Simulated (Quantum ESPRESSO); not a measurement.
Au, 1 atom in the cell. The structure is tetragonal, space group I4/mmm (No. 139). The conventional cell has a = 2.887 Å, b = 2.887 Å, c = 4.042 Å, α = 90.00°, β = 90.00°, γ = 90.00°. Around Au (site symmetry 4/mmm) lie 12 Au at 2.87 to 2.89 Å. The cell was built by a generator and needn't be a form met in nature.

| Item | Value |
| --- | --- |
| Program | Quantum ESPRESSO 7.5 |
| Task | single point |
| Functional | PBEsol |
| Potentials or basis | GBRV 1.5 PBEsol |
| Cutoff | 762 eV |
| Density cutoff | 6123 eV |
| k mesh | 32 × 32 × 32 |
| Occupations | methfessel-paxton, width 0.2 eV |
| Spin | no spin polarisation |
| Mixing beta | 0.5 |
| Most SCF iterations | 120 |
| SCF threshold | 2e-10 Ry |
| Tstress | yes |
| Forc conv thr | 0.0001 Ry/bohr |

Potentials or basis: GBRV 1.5 PBEsol.

Command:

```sh
$ OMP_NUM_THREADS=1 mpirun -n 4 pw.x -nk 4 -in pw.in > pw.out
```

Hardware: 4 MPI ranks on Intel(R) Xeon(R) 6975P-C (Granite Rapids), with other jobs on the host.

How long does it take, and how much memory?

Wall time 45 s on 4 MPI ranks on Intel(R) Xeon(R) 6975P-C (Granite Rapids), on a shared host, peak memory 0.64 GiB a rank. Counts: scf iterations 8, k pools 4, bands 11, k points 2393, g dense 18345.
